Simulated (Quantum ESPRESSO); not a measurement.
# CoPd2O2 in Quantum ESPRESSO: notebook, part 3 of 3

Quantum ESPRESSO 7.5. The steps go on from the part before.

### Step 5. Work function, PBE, collinear spin, ferromagnetic start

pw.in

```
&CONTROL
  calculation = 'scf'
  prefix = 'pwscf'
  outdir = './tmp'
  pseudo_dir = './pseudo'
  tprnfor = .true.
  disk_io = 'low'
/
&SYSTEM
  ibrav = 0
  celldm(1) = 8
  nat = 5
  ntyp = 3
  ecutwfc = 88
  nbnd = 46
  occupations = 'smearing'
  smearing = 'fd'
  degauss = 0.00367493
  nspin = 2
  starting_magnetization(1) = 0
  starting_magnetization(2) = 0
  starting_magnetization(3) = 0.1176
/
&ELECTRONS
  conv_thr = 5d-09
  electron_maxstep = 150
  mixing_beta = 0.3
  mixing_mode = 'local-TF'
/
ATOMIC_SPECIES
Pd   106.4200 Pd_ONCV_PBE-1.2.upf
O     15.9990 O_ONCV_PBE-1.2.upf
Co    58.9332 Co_ONCV_PBE-1.2.upf
CELL_PARAMETERS alat
  0.6720336204965  -0.0000000000000   0.0000000000000
 -0.3360168102438   0.5819981875446   0.0000000000000
  0.0000000000000   0.0000000000000   4.9510824465195
ATOMIC_POSITIONS crystal
Pd     0.6666666667    0.3333333333    0.3578244275
O      0.6666666667    0.3333333333    0.4534943702
Co     0.0000000000    0.0000000000    0.5000000000
O      0.3333333333    0.6666666667    0.5465056298
Pd     0.3333333333    0.6666666667    0.6421755725
K_POINTS automatic
9 9 1 0 0 0
```

pp_density.in

```
&INPUTPP
  prefix = 'pwscf'
  outdir = './tmp'
  filplot = 'density.dat'
  plot_num = 0
/
&PLOT
  nfile = 1
  filepp(1) = 'density.dat'
  iflag = 3
  output_format = 6
  fileout = 'density.cube'
/
```

pp_potential.in

```
&INPUTPP
  prefix = 'pwscf'
  outdir = './tmp'
  filplot = 'potential.dat'
  plot_num = 11
/
&PLOT
  nfile = 1
  filepp(1) = 'potential.dat'
  iflag = 3
  output_format = 6
  fileout = 'potential.cube'
/
```

pp_spin.in

```
&INPUTPP
  prefix = 'pwscf'
  outdir = './tmp'
  filplot = 'spin.dat'
  plot_num = 6
/
&PLOT
  nfile = 1
  filepp(1) = 'spin.dat'
  iflag = 3
  output_format = 6
  fileout = 'spin.cube'
/
```

pp_elf.in

```
&INPUTPP
  prefix = 'pwscf'
  outdir = './tmp'
  filplot = 'elf.dat'
  plot_num = 8
/
&PLOT
  nfile = 1
  filepp(1) = 'elf.dat'
  iflag = 3
  output_format = 6
  fileout = 'elf.cube'
/
```

Potentials or basis: SG15 PBE 1.2.

Launch:

```bash
OMP_NUM_THREADS=1 mpirun -n 2 pw.x -nk 2 -in pw.in > pw.out
OMP_NUM_THREADS=1 mpirun -n 1 pp.x -in pp_density.in > pp_density.out
OMP_NUM_THREADS=1 mpirun -n 1 pp.x -in pp_potential.in > pp_potential.out
OMP_NUM_THREADS=1 mpirun -n 1 pp.x -in pp_spin.in > pp_spin.out
OMP_NUM_THREADS=1 mpirun -n 1 pp.x -in pp_elf.in > pp_elf.out
```

pw.out:

```text
This program is part of the open-source Quantum ESPRESSO suite
     for quantum simulation of materials; please cite
[... 6 lines left out ...]
     using ibrav=0 with symmetry is DISCOURAGED, use correct ibrav instead

     K-points division:     npool     =       2
     Subspace diagonalization in iterative solution of the eigenvalue problem:
     a serial algorithm will be used

     G-vector sticks info
     --------------------
     sticks:   dense  smooth     PW     G-vecs:    dense   smooth      PW
     Sum         703     703    199               110475   110475   17499

     Using Slab Decomposition

     bravais-lattice index     =            0
     lattice parameter (alat)  =       8.0000  a.u.
     unit-cell volume          =     991.4772 (a.u.)^3
     number of atoms/cell      =            5
     number of atomic types    =            3
[... 471 lines left out ...]
     2.8902   3.3445   3.6851   5.4080   5.4080   7.4652   7.9843   8.2047
     9.4732   9.6913  11.1760  12.5467  13.5167  14.6044
[... 93 lines left out ...]
   -91.9237 -80.3647 -80.3647 -55.2460 -55.2460 -55.0438 -46.1645 -46.1645
   -46.0265 -46.0265 -46.0264 -46.0264 -15.6692 -15.6692  -3.4167  -3.4167
    -3.0575  -2.1500  -2.1500  -1.5440   1.3121   1.3121   1.3394   1.3535
     1.4652   1.4652   1.5233   1.8727   2.3272   2.5580   2.5580   3.8504
     3.8504   5.0368   5.0368  10.9369  10.9372  10.9709  10.9709  11.2905
    11.2905  15.1830  15.2395  15.2843  15.2843  15.9143

     the Fermi energy is     3.4459 ev

!    total energy              =    -841.49388907 Ry
     estimated scf accuracy    <          3.7E-09 Ry
     smearing contrib. (-TS)   =      -0.00124658 Ry
     internal energy E=F+TS    =    -841.49264249 Ry

     The total energy is F=E-TS. E is the sum of the following terms:
     one-electron contribution =   -5776.77107802 Ry
     hartree contribution      =    2894.78406634 Ry
     xc contribution           =     -91.10507868 Ry
     ewald contribution        =    2131.59944787 Ry

     total magnetization       =     1.41 Bohr mag/cell
     absolute magnetization    =     1.54 Bohr mag/cell

     convergence has been achieved in  22 iterations

     Forces acting on atoms (cartesian axes, Ry/au):

     atom    1 type  1   force =    -0.00000000   -0.00000000   -0.02608999
     atom    2 type  2   force =    -0.00000000   -0.00000000    0.01890823
     atom    3 type  3   force =     0.00000000    0.00000000    0.00000000
     atom    4 type  2   force =     0.00000000    0.00000000   -0.01890823
     atom    5 type  1   force =     0.00000000    0.00000000    0.02608999

     Total force =     0.045568     Total SCF correction =     0.000357

=------------------------------------------------------------------------------=
   JOB DONE.
=------------------------------------------------------------------------------=
```

pp_potential.out:

```text
This program is part of the open-source Quantum ESPRESSO suite
     for quantum simulation of materials; please cite
         "P. Giannozzi et al., J. Phys.:Condens. Matter 21 395502 (2009);
         "P. Giannozzi et al., J. Phys.:Condens. Matter 29 465901 (2017);
         "P. Giannozzi et al., J. Chem. Phys. 152 154105 (2020);
     in publications or presentations arising from this work. More details at

     IMPORTANT: XC functional enforced from input :
     Exchange-correlation= PBE
                           (   1   4   3   4   0   0   0)
     Any further DFT definition will be discarded
     Please, verify this is what you really want

     G-vector sticks info
     --------------------
     sticks:   dense  smooth     PW     G-vecs:    dense   smooth      PW
     Sum         703     703    199               110475   110475   17499

     Using Slab Decomposition

     Calling punch_plot, plot_num =  11
     Writing data to file  potential.dat
     Reading data from file  potential.dat

     Writing data to be plotted to file potential.cube
     Plot Type: 3D                     Output format: Gaussian cube

=------------------------------------------------------------------------------=
   JOB DONE.
=------------------------------------------------------------------------------=
```

Run time: 13 min. Hardware: 2 MPI ranks of Intel Xeon at 2.50GHz (Skylake/Cascade Lake), shared host; peak memory 0.74 GiB.

Results:

```
Free energy                                           : -11449.1076 eV
Largest force                                         : 0.671 eV/Å
Band gap on the k mesh                                : none (metal or under the smearing width)
Net moment                                            : 1.41 μB per cell
Absolute moment                                       : 1.54 μB per cell
Site moments                                          : Pd +0.38; O +0.06; Co +0.29 μB
Valence electrons inside the program's atomic spheres : Pd 13.94; O 5.27; Co 14.12
Work function of the upper face                       : 4.66 eV
Work function of the lower face                       : 4.66 eV
```

Forces on the atoms (eV/Å):
```
Pd   0.000  0.000 -0.671
O    0.000  0.000  0.486
Co   0.000  0.000  0.000
O    0.000  0.000 -0.486
Pd   0.000  0.000  0.671
```

Caveat: semilocal functionals often make such compounds metallic where correlation or magnetic order opens a gap, which also shifts bond lengths.
